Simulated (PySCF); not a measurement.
# A gas-phase reaction: CH4ClFGe + H2O → CH5ClGeO + FH

Aim: the reaction energy of `[CH3][GeH]([F])[Cl]` + `O` → `[CH3][GeH]([OH])[Cl]` + `F`.

Programs: PySCF 2.14.0. All values are calculated, for the isolated system unless a continuum is named. Atoms count from 0, parts from 1.

## 1. The system as given

Each species was relaxed by itself at PBE0-D3(BJ)/def2-SVPD.

## 2. Reaction energy: wB97M-D3(BJ)/def2-TZVPD

Job settings and geometry (Å):

```
{"job": {"kind": "react", "xc": "wB97M-D3(BJ)", "basis": "def2-TZVPD"}, "charge": 0, "multiplicity": 1}
-1 CH4ClFGe charge 0 multiplicity 1
C      0.779580     0.158210    -0.730070
Ge    -0.629560    -0.274780     0.505610
F      0.113990    -0.645270     2.048750
Cl    -1.848920     1.476110     0.865180
H      1.432710    -0.714010    -0.870600
H      0.352950     0.455200    -1.697290
H      1.369120     0.990320    -0.323760
H     -1.570390    -1.442350     0.201030

-1 H2O charge 0 multiplicity 1
O      0.000180     0.389280     0.009420
H     -0.762980    -0.194270    -0.005370
H      0.762820    -0.194980    -0.004060

+1 CH5ClGeO charge 0 multiplicity 1
C     -1.293000     0.018790    -0.134640
Ge     0.566940     0.358890     0.215340
O      1.450110    -0.999310    -0.515830
Cl     1.184600     2.189960    -0.804550
H     -1.456840    -0.016890    -1.219450
H     -1.919830     0.807720     0.300240
H     -1.570870    -0.950340     0.302530
H      0.989680     0.558530     1.678520
H      2.408020    -0.934290    -0.474050

+1 FH charge 0 multiplicity 1
F      0.456880     0.054050    -0.005260
H     -0.456880    -0.054050     0.005260
```

Level: wB97M-D3(BJ)/def2-TZVPD reaction energy of separated species, gas phase.

Run with:

```sh
> OMP_NUM_THREADS=1 python cluster_run.py task.json out
```

The driver reads the jobs from task.json and runs them one after another.

**Question.** The jobs that follow are: PBE0-D3(BJ)/def2-TZVPD reaction energy of separated species, gas phase. Predict: reaction energy (wB97M-D3(BJ)/def2-TZVPD); ΔH, ΔG at 298 K (xTB thermal terms). Thermal terms come from harmonic xTB runs on each species.

**Answer**, as computed:

| quantity | value |
| --- | --- |
| reaction energy (wB97M-D3(BJ)/def2-TZVPD) | 7.54 kcal/mol |
| ΔH, ΔG at 298 K (xTB thermal terms) | +7.2, +7.8 kcal/mol |
| range of the reaction energy over the runs of this table | 7.05 to 7.54 kcal/mol |

What this shows: The reaction is endothermic by 7.2 kcal/mol in the gas phase; dispersion gives -0.45, and xTB itself gave 16.06 for the electronic energy (xTB energies and thermal terms come from the earlier relaxation of each species, not shown). No barrier was sought. The reaction energy runs from 7.05 (PBE0-D3(BJ)/def2-TZVPD) to 7.54 kcal/mol (wB97M-D3(BJ)/def2-TZVPD).
